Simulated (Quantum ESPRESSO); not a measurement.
**Hf2F: zone-centre phonons under several settings**

```
Hf F
1.0
     3.59857    0.00000    0.00000
    -1.79929    3.11646    0.00000
     0.00000    0.00000    5.01510
Hf F
2 1
Direct
  0.00000 0.00000 0.13565
  0.66667 0.33333 0.51179
  0.00000 0.00000 0.63341
```

The cell was built by a generator and needn't be a form met in nature.

All runs used Quantum ESPRESSO 7.5; potentials PseudoDojo 0.4.1 SR LDA standard; k mesh 4 × 4 × 2, shifted; no spin polarisation; cutoff 1143 eV; occupations fermi-dirac, width 0.05 eV.

| level | geometry | volume (Å³/atom) | pressure (GPa) | lowest optical mode without the field (cm⁻¹) | highest optical mode without the field (cm⁻¹) |
| --- | --- | --- | --- | --- | --- |
| LDA | relaxed at 0 GPa | 16.80 | 0.0 | 73 | 405 |
| LDA | relaxed at 10 GPa | 15.76 | 10.0 | 81 | 466 |
| LDA | relaxed at 25 GPa | 14.65 | 25.0 | 86 | 536 |
| LDA | relaxed at 50 GPa | 13.38 | 50.0 | 93 | 637 |
| LDA | relaxed at 80 GPa | ? | 80.0 | ? | ? |

What stands in the row left open?

Volume 12.36 Å³/atom; lowest optical mode without the field 91 cm⁻¹; highest optical mode without the field 737 cm⁻¹.

Caveats: all runs use coarse meshes; the mesh is thin for the phonons of a metal; the cell relaxed to another space group than the one typed; an odd number of electrons without spin polarisation forces a metal; a magnetic or distorted state may lie lower; the volume moved by over 15 % at a fixed basis, so the end points are rough (some runs); the cell is more than 3 GPa from zero pressure, which shifts response properties (some runs).

For the row left open. Caveat: the k mesh is coarse (spacing up to 0.63 Å⁻¹), so the values aren't converged; the mesh is thin for the phonons of a metal; the volume moved by over 15 % at a fixed basis, so the end points are rough; the cell is more than 3 GPa from zero pressure, which shifts response properties; the cell relaxed to another space group than the one typed; an odd number of electrons without spin polarisation forces a metal; a magnetic or distorted state may lie lower.
